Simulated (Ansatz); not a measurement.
# Alloy of Ge and Sn (8 of 64 Ge sites exchanged), 64 atoms, part 2 of 2

Ansatz 0.2.0, PAW.

**3. r²SCAN on the final geometry**

in.yaml reads:

```yaml
crystal:
  lattice:
    - [11.568823, 0.000000, 0.000000]
    - [0.000000, 11.568823, 0.000000]
    - [0.000000, 0.000000, 11.568823]
  atoms:
    - { symbol: Ge, position: [0.006408, 0.996609, 0.009832] }
    - { symbol: Ge, position: [0.013013, 0.000548, 0.497941] }
    - { symbol: Ge, position: [0.999290, 0.498072, 0.001286] }
    - { symbol: Ge, position: [0.989666, 0.494572, 0.489563] }
    - { symbol: Ge, position: [0.498036, 0.001726, 0.997849] }
    - { symbol: Ge, position: [0.502470, 0.000446, 0.500378] }
    - { symbol: Ge, position: [0.499931, 0.500015, 0.502152] }
    - { symbol: Ge, position: [0.127466, 0.126787, 0.125167] }
    - { symbol: Ge, position: [0.125789, 0.121988, 0.631204] }
    - { symbol: Ge, position: [0.125154, 0.626207, 0.123848] }
    - { symbol: Ge, position: [0.622831, 0.125051, 0.124098] }
    - { symbol: Ge, position: [0.617494, 0.128202, 0.625143] }
    - { symbol: Ge, position: [0.637643, 0.624570, 0.127029] }
    - { symbol: Ge, position: [0.624068, 0.624269, 0.624440] }
    - { symbol: Ge, position: [0.249487, 0.247375, 0.999455] }
    - { symbol: Ge, position: [0.250296, 0.751524, 0.000665] }
    - { symbol: Ge, position: [0.256963, 0.754013, 0.493993] }
    - { symbol: Ge, position: [0.745940, 0.254808, 0.005785] }
    - { symbol: Ge, position: [0.742722, 0.254792, 0.506419] }
    - { symbol: Ge, position: [0.750923, 0.749909, 0.000231] }
    - { symbol: Ge, position: [0.743762, 0.742495, 0.492553] }
    - { symbol: Ge, position: [0.368728, 0.368979, 0.131628] }
    - { symbol: Ge, position: [0.384924, 0.378972, 0.633698] }
    - { symbol: Ge, position: [0.370247, 0.880644, 0.118443] }
    - { symbol: Ge, position: [0.376900, 0.877733, 0.623873] }
    - { symbol: Ge, position: [0.875550, 0.376156, 0.124379] }
    - { symbol: Ge, position: [0.874429, 0.376457, 0.623298] }
    - { symbol: Ge, position: [0.876260, 0.871826, 0.125490] }
    - { symbol: Ge, position: [0.250463, 0.001620, 0.246305] }
    - { symbol: Ge, position: [0.253385, 0.001177, 0.752980] }
    - { symbol: Ge, position: [0.246220, 0.500722, 0.249880] }
    - { symbol: Ge, position: [0.257708, 0.494267, 0.756811] }
    - { symbol: Ge, position: [0.746199, 0.995310, 0.244070] }
    - { symbol: Ge, position: [0.733459, 0.001816, 0.748861] }
    - { symbol: Ge, position: [0.753270, 0.497059, 0.250854] }
    - { symbol: Ge, position: [0.750735, 0.499069, 0.748330] }
    - { symbol: Ge, position: [0.381552, 0.117670, 0.370058] }
    - { symbol: Ge, position: [0.376717, 0.127278, 0.874724] }
    - { symbol: Ge, position: [0.372088, 0.618752, 0.377847] }
    - { symbol: Ge, position: [0.370487, 0.633072, 0.870848] }
    - { symbol: Ge, position: [0.872239, 0.624336, 0.371238] }
    - { symbol: Ge, position: [0.868148, 0.617334, 0.883332] }
    - { symbol: Ge, position: [0.004497, 0.255444, 0.239619] }
    - { symbol: Ge, position: [0.004310, 0.255559, 0.745466] }
    - { symbol: Ge, position: [0.000290, 0.749010, 0.250789] }
    - { symbol: Ge, position: [0.500455, 0.247145, 0.250820] }
    - { symbol: Ge, position: [0.500948, 0.249013, 0.751802] }
    - { symbol: Ge, position: [0.498690, 0.751073, 0.747183] }
    - { symbol: Ge, position: [0.117705, 0.379322, 0.366735] }
    - { symbol: Ge, position: [0.127042, 0.374639, 0.877099] }
    - { symbol: Ge, position: [0.130698, 0.875049, 0.370908] }
    - { symbol: Ge, position: [0.134776, 0.883242, 0.885837] }
    - { symbol: Ge, position: [0.623024, 0.376505, 0.375769] }
    - { symbol: Ge, position: [0.629591, 0.370010, 0.869403] }
    - { symbol: Ge, position: [0.628361, 0.879077, 0.379068] }
    - { symbol: Ge, position: [0.620574, 0.873010, 0.876444] }
    - { symbol: Sn, position: [0.499436, 0.500145, 0.999580] }
    - { symbol: Sn, position: [0.129535, 0.616053, 0.618317] }
    - { symbol: Sn, position: [0.252827, 0.252333, 0.498899] }
    - { symbol: Sn, position: [0.867898, 0.878534, 0.618745] }
    - { symbol: Sn, position: [0.876546, 0.128819, 0.372828] }
    - { symbol: Sn, position: [0.875221, 0.124338, 0.876927] }
    - { symbol: Sn, position: [0.001279, 0.750738, 0.764321] }
    - { symbol: Sn, position: [0.499592, 0.751015, 0.249226] }
  symmetry: { detect: false }
kpoints:
  mp_grid: { grid: [1, 1, 1], shift: [0.25, 0.25, 0.25] }
hamiltonian:
  xc: r2scan
scf:
  occupations: { method: fermi_dirac, width: 0.01 }
output:
  forces: true
  eigenvalues: true
  populations: true
  eigenstates: { kpoints: [[0.25, 0.25, 0.25]], e_range: [-6.0, 6.0], localisation: true }
```

The run is started by

```
> ansatz run in.yaml --threads 4 --pin off --max-ram 42750MiB --runs-dir r --events-out ev --progress --plain --backend cuda --devices 0, --max-vram 37GiB
```

The log of the run:

```text
Pseudopotentials: kind: paw
Functional definition: r2SCAN
  parameter k0 = 0.174
  parameter k1 = 0.065
  parameter a1 = 4.9479
  exchange = r2scan_x(k0 = k0, k1 = k1, a1 = a1)
  correlation = r2scan_c
Crystal: 64 atoms, lattice volume = 1548.344 Å³
Basis set: ecut = 500 eV, 39127 PW (Γ), exchange–correlation on 360×360×360 points (64 copies of the dense FFT grid, shifted against one another)
Bands: 538, of which v1, the nominal top of the filled ones, is band 448 counted from 1 (447 counted from 0)
Symmetry: 1 space group operations
k-points: 1
Non-local potential: Ge, projectors of the file, l = 0: 2, l = 1: 2, l = 2: 3, l = 3: 1
Non-local potential: Sn, projectors of the file, l = 0: 2, l = 1: 2, l = 2: 2, l = 3: 2
PAW form: soft (Blöchl's): semilocal exchange-correlation on the pseudo side does not see the compensation charge
PAW frozen core: Ge, regenerated for the run's functional (the file was generated under x = pbe(κ = 0.804, μ = 0.2195149727645171), c = pbe(β = 0.06672455060314922))
PAW frozen core: Sn, regenerated for the run's functional (the file was generated under x = pbe(κ = 0.804, μ = 0.2195149727645171), c = pbe(β = 0.06672455060314922))
PAW one-centre angular grid: Ge, 590 points (default); XC on 160 Gauss nodes
PAW one-centre angular grid: Sn, 590 points (default); XC on 249 of its mesh's 2787 points in the sphere
Initial density: superposition of atomic densities (neutral atoms: chi_scale 0, normalization atom), corrected by the library's trained network
Initial wavefunctions: pseudopotential atomic-orbital guess
Functional: x = r2scan, c = r2scan; τ floored in thin density (d = 2e-4 eV/Å³)
SCF iter   1: F=—  HF=-289269.417552 eV  |F-HF|=—  |Δ(HF+E_count)|=         —  Δρ=6.71e-3  dr2=3.25e-1  dr2_τ=1.44e-1  ethr=1.77e-3  ⟨swp⟩=6.0  Hψ=1933  notcnv=0  defer=3
preconditioner: auto → Resta (q_TF=auto, 2.491 Å⁻¹)  ε∞=2.5  [insulator: Δε(μ)=0.665 eV  Ē_g=22.878 eV  σ=0.010 eV  W_gap=1.00  n_scr=436 (ndim 8)  ℏωp=28.2 eV  f_vac=0.077  D(μ)=0.00/eV (n_scr^D=0)  ε∞_Penn≈2.5]
SCF iter   2: F=—  HF=-289269.687134 eV  |F-HF|=—  |Δ(HF+E_count)|=   2.70e-1  Δρ=2.33e-3  dr2=5.27e-2  dr2_τ=7.89e-4  ethr=3.63e-5  ⟨swp⟩=3.0  Hψ=1077  notcnv=0  defer=85
SCF iter   3: F=—  HF=-289269.694024 eV  |F-HF|=—  |Δ(HF+E_count)|=   6.89e-3  Δρ=1.41e-3  dr2=1.76e-2  dr2_τ=1.41e-4  ethr=5.88e-6  ⟨swp⟩=3.0  Hψ=865  notcnv=0  defer=85
SCF iter   4: F=—  HF=-289269.700281 eV  |F-HF|=—  |Δ(HF+E_count)|=   6.26e-3  Δρ=1.68e-4  dr2=2.85e-3  dr2_τ=9.93e-6  ethr=1.96e-6  ⟨swp⟩=2.0  Hψ=552  notcnv=0  defer=85
SCF iter   5: F=—  HF=-289269.695539 eV  |F-HF|=—  |Δ(HF+E_count)|=   4.74e-3  Δρ=8.31e-5  dr2=2.31e-4  dr2_τ=1.45e-6  ethr=3.18e-7  ⟨swp⟩=2.0  Hψ=551  notcnv=0  defer=85
SCF iter   6: F=—  HF=-289269.695597 eV  |F-HF|=—  |Δ(HF+E_count)|=   5.77e-5  Δρ=3.51e-5  dr2=1.98e-5  dr2_τ=2.90e-7  ethr=2.58e-8  ⟨swp⟩=2.0  Hψ=621  notcnv=0  defer=85
SCF iter   7: F=—  HF=-289269.697887 eV  |F-HF|=—  |Δ(HF+E_count)|=   2.29e-3  Δρ=1.03e-5  dr2=2.77e-6  dr2_τ=2.89e-8  ethr=2.20e-9  ⟨swp⟩=2.0  Hψ=986  notcnv=0  defer=85
SCF iter   8: F=—  HF=-289269.697888 eV  |F-HF|=—  |Δ(HF+E_count)|=   1.61e-6  Δρ=3.46e-6  dr2=1.02e-6  dr2_τ=4.17e-9  ethr=3.09e-10  ⟨swp⟩=3.0  Hψ=901  notcnv=0  defer=85
SCF iter   9: F=-289269.697888 eV  HF=-289269.697888 eV  |F-HF|=8.38e-9  |Δ(HF+E_count)|=  3.49e-10  Δρ=1.56e-6  dr2=6.17e-8  dr2_τ=6.33e-10  ethr=1.12e-11  ⟨swp⟩=10.0  Hψ=2792  notcnv=0
SCF 1 converged in 9 iterations: F = -289269.697888 eV  dr2 = 6.17e-8
NSCF: frozen V_eff on 1 k-points
SCF converged after 9 iterations
Free energy (F): -289269.697888 eV
Harris-Foulkes:  -289269.697888 eV  (|F-HF|=8.38e-9)
Internal energy: -289269.697888 eV  (E = F + TS)
E sigma→0 (E₀):  -289269.697888 eV
Fermi energy:    8.262673 eV
--- Per-component energies (eV) ---
  E_band       = -10039.532844
  E_kinetic    = 7708.442000
  E_local      = -148923.243063  (includes V_loc(G=0)·N_el)
  E_nonlocal   = 23252.341075
  E_hartree    = 66725.336586
  E_xc         = -6858.156099
  E_vxc        = -4628.244805  (∫ρ·V_xc dr)
  E_paw        = -147198.118706  (= ΣΔE_a)
  E_vpaw       = -21165.975778  (= ΣTr[D̂ρ^β])
  E_aug_tail   = 0.000895  (compensation charges beyond the density's cutoff)
  E_vtau       = 266.491844  (kinetic-family band-sum trace: ∫τ·v_τ [+ j·A + Jᵃ·Aᵃ] dr)
  E_ewald      = -83921.380252
  E_core_change = -54.920324  (= ΣΔE_core)
  E_smearing   = -0.000000  (= −TS)
  E_closure    = 0.000000  (closes the sum)
  Σ components = -289269.697888   (vs F -289269.697888, Δ=0.00e0)
--- Forces (eV/Å), atoms counted from 1 ---
  atom   1  Ge     0.02130448     0.00724426    -0.00234930
  atom   2  Ge     0.00047355     0.00639383     0.01517958
  atom   3  Ge    -0.01083345     0.01069725     0.00627562
  atom   4  Ge     0.02046700     0.01090476     0.00369540
  atom   5  Ge    -0.00146507     0.00502396     0.00140684
  atom   6  Ge    -0.00101194     0.01365222    -0.00476849
  atom   7  Ge     0.00051927     0.00698628     0.01398427
  atom   8  Ge    -0.01147384    -0.01176914    -0.00022352
  atom   9  Ge    -0.00344193    -0.01426472    -0.01173017
  atom  10  Ge    -0.00641132    -0.00700059    -0.00370681
  atom  11  Ge    -0.01069333     0.00013525    -0.00558277
  atom  12  Ge    -0.00585324    -0.00790816     0.01481386
  atom  13  Ge    -0.00960538    -0.00830434    -0.01457324
  atom  14  Ge    -0.00944589    -0.00398394    -0.01887794
  atom  15  Ge     0.00357069     0.00277057     0.02092347
  atom  16  Ge     0.00640706     0.03765310    -0.00833265
  atom  17  Ge     0.00817509     0.00256902    -0.00572485
  atom  18  Ge     0.01152011     0.00506108    -0.00145213
  atom  19  Ge     0.00288358     0.00745187     0.00585507
  atom  20  Ge     0.01235293    -0.02244286     0.01419729
  atom  21  Ge     0.01212515     0.02318502     0.00498095
  atom  22  Ge    -0.00457847    -0.00717432    -0.01054770
  atom  23  Ge    -0.01124371    -0.01527842    -0.00006012
  atom  24  Ge    -0.00786531    -0.00205259    -0.00073319
  atom  25  Ge     0.00083177    -0.01391514    -0.01808146
  atom  26  Ge    -0.00432575    -0.01149574     0.00002336
  atom  27  Ge    -0.01742878    -0.00325561    -0.00999158
  atom  28  Ge     0.00060078    -0.00069311    -0.00771999
  atom  29  Ge     0.02175654    -0.00404234     0.00102797
  atom  30  Ge     0.00124138     0.01643355     0.01142452
  atom  31  Ge    -0.00867923    -0.01074831     0.01972280
  atom  32  Ge     0.00858027     0.01796718    -0.01361632
  atom  33  Ge     0.01260691     0.01003404     0.01187898
  atom  34  Ge     0.01323178     0.01507743     0.00373466
  atom  35  Ge     0.00474638     0.03147128    -0.01234839
  atom  36  Ge     0.00494878    -0.00628280     0.02560975
  atom  37  Ge     0.00004320    -0.00355675    -0.00644526
  atom  38  Ge    -0.00750571    -0.00548899    -0.00490972
  atom  39  Ge    -0.00805604     0.00330166     0.00556345
  atom  40  Ge    -0.00336739    -0.01868601    -0.00096614
  atom  41  Ge    -0.00620222    -0.02464152    -0.00053469
  atom  42  Ge     0.00761020     0.00108751    -0.00723692
  atom  43  Ge     0.00950207     0.02639334     0.00883126
  atom  44  Ge     0.00806887    -0.00062065     0.00285153
  atom  45  Ge    -0.00637085     0.00237841    -0.00252812
  atom  46  Ge    -0.00724632    -0.00517157     0.00132767
  atom  47  Ge     0.02032807     0.01265479    -0.00688944
  atom  48  Ge    -0.00139462     0.00706387     0.01150132
  atom  49  Ge    -0.01038135     0.00368309    -0.02863622
  atom  50  Ge     0.00584959    -0.00459563    -0.01692830
  atom  51  Ge    -0.00245776     0.00296281     0.00754815
  atom  52  Ge    -0.02438428    -0.03388404     0.00645724
  atom  53  Ge    -0.00138313    -0.01117888     0.00865934
  atom  54  Ge    -0.00835645    -0.01568126    -0.00003563
  atom  55  Ge    -0.01329890    -0.01472726    -0.01104896
  atom  56  Ge    -0.00770792     0.01011007    -0.01906044
  atom  57  Sn     0.02189644     0.00706998     0.00481984
  atom  58  Sn     0.00239789     0.00772134     0.00727290
  atom  59  Sn     0.01000107    -0.00467791     0.01048707
  atom  60  Sn    -0.00425051    -0.00773410     0.00692760
  atom  61  Sn    -0.00310754    -0.01327020    -0.01407761
  atom  62  Sn    -0.02547491    -0.00101959    -0.00465248
  atom  63  Sn     0.00019495    -0.00248943     0.00652822
  atom  64  Sn     0.01104728     0.00287914     0.01084690
  max |Σ_I F_I| component: 1.94e-5 eV/Å
--- Band table (eV) ---
  k-point 0: bands = [... 436 lower levels ..., "6.6873", "6.7267", "6.7530", "6.8141", "6.8621", "6.9803", "7.0635", "7.2194", "7.2926", "7.3708", "7.9065", "7.9214", "8.6019", "9.1054", "9.2658", "9.3015", "9.3461", "9.5367", "9.5629", "9.6217", "9.7114", "9.7408", "9.7977", "9.8163", ... 78 higher levels ...]
--- Löwdin populations: 64 sites ---
  site symbol       q [e]
     0     Ge     14.0577
     1     Ge     14.1374
     2     Ge     13.9690
     3     Ge     14.0491
     4     Ge     13.9719
     5     Ge     13.9736
     6     Ge     13.9687
     7     Ge     13.9741
     8     Ge     14.0507
     9     Ge     13.9741
    10     Ge     13.9678
    11     Ge     13.9724
    12     Ge     14.1412
    13     Ge     13.9692
    14     Ge     13.9721
    15     Ge     13.9699
    16     Ge     14.0524
    17     Ge     14.0635
    18     Ge     14.0580
    19     Ge     13.9654
    20     Ge     14.0538
    21     Ge     14.0562
    22     Ge     14.0507
    23     Ge     14.0640
    24     Ge     13.9711
    25     Ge     13.9736
    26     Ge     13.9638
    27     Ge     13.9695
    28     Ge     13.9696
    29     Ge     13.9647
    30     Ge     13.9678
    31     Ge     14.0512
    32     Ge     14.0481
    33     Ge     14.1305
    34     Ge     13.9706
    35     Ge     13.9675
    36     Ge     14.0620
    37     Ge     13.9794
    38     Ge     14.0622
    39     Ge     14.0613
    40     Ge     13.9702
    41     Ge     14.0580
    42     Ge     14.0654
    43     Ge     14.0536
    44     Ge     13.9746
    45     Ge     13.9688
    46     Ge     13.9765
    47     Ge     13.9700
    48     Ge     14.0518
    49     Ge     13.9676
    50     Ge     13.9609
    51     Ge     14.0441
    52     Ge     13.9706
    53     Ge     14.0590
    54     Ge     14.0505
    55     Ge     13.9667
    56     Sn     13.6895
    57     Sn     13.7738
    58     Sn     13.6935
    59     Sn     13.7678
    60     Sn     13.6872
    61     Sn     13.6886
    62     Sn     13.8672
    63     Sn     13.6905
  spilling = 0.001605 (of n_electrons = 896.000000)
```

It took 10 s on 1 × NVIDIA H100 80GB HBM3 with 4 threads of AMD EPYC 7R13, shared host; peak host memory 3.8 GiB.

Spacing of the frontier levels at the single k point (¼, ¼, ¼): 0.68 eV (7.921 to 8.602 eV).

Frontier states and how far they spread:

```tsv
level (eV)	spin	filling	atoms sharing it	main element	its share	largest atom
-0.55	both	2.00	46.9	Ge	0.77	–
-0.01	both	2.00	53.9	Ge	0.81	–
0.00	both	2.00	54.0	Ge	0.81	–
0.68	both	0.00	58.7	Ge	0.92	–
1.18	both	0.00	47.9	Ge	0.95	–
```

Forces by r²SCAN reach 0.04 eV/Å at most on these atoms (on Ge52).

**4. Outcome**

What follows sums up all 2 parts. Changes of volume or cell count from the first structure of part 1.

```
             level        time  top filled to lowest empty (eV)
PBEsol, relaxation  16 s (GPU)                             0.33
            r²SCAN  10 s (GPU)                             0.68
```

```
     quantity                                                                         value
   relaxation                                              7 recorded steps, 3.29 eV gained
largest shift                                                                 0.23 Å (Ge34)
 relaxed cell  a = 11.569 Å, b = 11.569 Å, c = 11.569 Å, α = 90.00°, β = 90.00°, γ = 90.00°
   mean bonds                                       Ge–Ge 2.474, Ge–Sn 2.606, Sn–Sn 2.728 Å
```

**Reading.** Relaxation gains 3.29 eV, with shifts up to 0.23 Å (Ge34), while the volume changes by +0.3 %. The mean lengths of the listed bonds run from Ge–Ge 2.47 Å to Sn–Sn 2.73 Å. No spin–orbit coupling is included; with elements this heavy it would shift the edges. With one k point the spacing samples only the states that fold onto it, so it can exceed the gap over the zone.
